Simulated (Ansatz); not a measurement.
# CH₄BNO: up Jacob's ladder to CCSD(T)

Aim: compute CH₄BNO with functionals from several rungs and with coupled cluster. The yardstick is the atomisation energy at the CCSD(T) limit.

Program: Ansatz 0.2.0, Gaussian basis. Level of theory: functionals in def2-TZVPP, the program's frozen cores in correlated methods. These are calculated values, not measurements.

Plan: LDA (SPW92), PBE-D4, revPBE-D4, BLYP-D4, r2SCAN-D4, B97M-V, PBE0-D4, B3LYP-D4, r2SCANh-D4, r2SCAN0-D4, HSE06-D4, BHLYP-D4, CAM-B3LYP-D4, LC-ωPBE, ωB97X-V, ωB97M-V, B2PLYP, PBE-QIDH; CCSD(T)/def2-SVP; CCSD(T)/def2-TZVPP; MP2/def2-QZVPP; extrapolation to the limit; RPA on PBE.

## (1) The geometry

An earlier PBE0-D4 in a triple-zeta def2 set relaxation fixed the geometry.

8 atoms, charge 0, spin multiplicity 1.

Atoms are counted from 1 here; the program's logs count them from 0.

Bond lengths: B1–C2 1.557 Å, B1–N3 1.674 Å, B1–H5 1.199 Å, B1–H6 1.198 Å, C2–N3 1.265 Å, C2–O4 1.310 Å, N3–H7 1.011 Å, O4–H8 0.969 Å. Angles: C2–B1–N3 45.9°, C2–B1–H5 118.7°, C2–B1–H6 118.7°, N3–B1–H5 115.0°, N3–B1–H6 115.0°, H5–B1–H6 120.6°, B1–C2–N3 71.9°, B1–C2–O4 154.2°, N3–C2–O4 133.8°, B1–N3–C2 62.1°, B1–N3–H7 163.0°, C2–N3–H7 134.9°, C2–O4–H8 110.7°.

## (2) LDA

This LDA is Slater exchange with PW92 correlation.

File in.yaml:

```yaml
crystal:
  periodic: [false, false, false]
  atoms:
    - {symbol: B, position_ang: [-0.375313, 1.102030, -0.312180]}
    - {symbol: C, position_ang: [-0.280987, -0.405628, 0.065162]}
    - {symbol: N, position_ang: [0.891374, 0.069776, 0.052159]}
    - {symbol: O, position_ang: [-0.775837, -1.593434, 0.311645]}
    - {symbol: H, position_ang: [-0.467814, 1.401130, -1.469074]}
    - {symbol: H, position_ang: [-0.644866, 1.894540, 0.545519]}
    - {symbol: H, position_ang: [1.814916, -0.304735, 0.223936]}
    - {symbol: H, position_ang: [-0.069370, -2.220780, 0.527033]}
basis:
  gaussian: {orbitals: def2-TZVPP}
hamiltonian: {xc: lda}
output: {orbitals: {seedname: orbitals}}
```

Launch:

```console
> ansatz run in.yaml --threads 2 --pin off --events-out ev --progress --plain --max-ram 4352MiB
```

Further steps of the session: PBE-D4 (GGA); revPBE-D4 (GGA); BLYP-D4 (GGA); r2SCAN-D4 (meta-GGA); B97M-V (meta-GGA); PBE0-D4 (hybrid); B3LYP-D4 (hybrid); r2SCANh-D4 (hybrid); r2SCAN0-D4 (hybrid); HSE06-D4 (hybrid); BHLYP-D4 (hybrid); CAM-B3LYP-D4 (range-separated); LC-ωPBE (range-separated); ωB97X-V (range-separated); ωB97M-V (range-separated); B2PLYP (double hybrid); PBE-QIDH (double hybrid); CCSD(T) in def2-SVP; CCSD(T) in def2-TZVPP; MP2 in def2-QZVPP; RPA on PBE orbitals.

**Question.** What will the summary of the whole plan be? Wanted: atomisation energy, CCSD(T)/CBS; farthest beyond LDA; mean size of error, GGA; mean size of error, meta-GGA; mean size of error, hybrid; mean size of error, range-separated; mean size of error, double hybrid; gap, smallest and largest; T1 diagnostic.

**Answer**, as computed:

| quantity | value |
| --- | --- |
| atomisation energy, CCSD(T)/CBS | 2999.7 kJ/mol |
| functionals within 15.0 kJ/mol (0.5 %) | r2SCANh-D4, B2PLYP, PBE-QIDH |
| farthest beyond LDA | PBE-D4 (+139.6 kJ/mol) |
| mean size of error, GGA | 79.0 kJ/mol |
| mean size of error, meta-GGA | 28.1 kJ/mol |
| mean size of error, hybrid | 44.7 kJ/mol |
| mean size of error, range-separated | 35.8 kJ/mol |
| mean size of error, double hybrid | 5.7 kJ/mol |
| gap, smallest and largest | 5.07 eV (LDA (SPW92)), 12.69 eV (LC-ωPBE) |
| T1 diagnostic | 0.0147 |
| triples share of the correlation energy | 4.1 % |

In words: LDA overbinds by 560.3 kJ/mol (19 %). PBE-D4 is off by +139.6 kJ/mol. Double hybrids carry the basis error of their MP2 part in triple zeta, and no dispersion term here, so their miss is partly the set-up's. By mean error the best rung here is double hybrid (5.7 kJ/mol) and the worst beyond LDA is GGA (79.0 kJ/mol). The reference freezes the cores and leaves out relativity and excitations past (T), so misses under about 15.0 kJ/mol can't be ranked. Hartree-Fock recovers 68 % of the binding; the rest is correlation. CCSD(T) in def2-SVP is off by -159.8 kJ/mol, so the small basis spoils what the method gains. Orbital gaps span 5.1 to 12.7 eV; exact exchange widens them.
